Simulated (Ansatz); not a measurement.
Crystal: AlSn.

```
Sn Al
1.0
     4.19811    0.00000    0.00000
    -2.09905    3.63567    0.00000
     0.00000    0.00000    3.30685
Sn Al
1 1
Direct
  0.00000 0.00000 0.50000
  0.66667 0.33333 0.00000
```

The cell comes from a database or a generator and needn't be the stable form of this composition.

The cell isn't the ideal one: the cell as VASP's run set it.

Base run:

```yaml
Program: Ansatz 0.2.0
Functional: PBEsol
Potentials_or_basis: all-electron LAPW, scalar-relativistic
Cutoff: 175 eV (chosen from the basis error)
Basis_error_allowed: 0.001 eV/atom
k_mesh: 7 × 7 × 8
Occupations: gaussian, width 0.02 eV
Spin: no spin polarisation
```

Its results: band gap on the k mesh none (metal or under the smearing width); pressure -1.8 GPa.

The run is repeated on the same cell with these changes: functional from PBEsol to RPBE. What comes out?

Band gap on the k mesh none (metal or under the smearing width); pressure 1.5 GPa.

RPBE binds less tightly than PBEsol, so the same cell stands under more pressure.
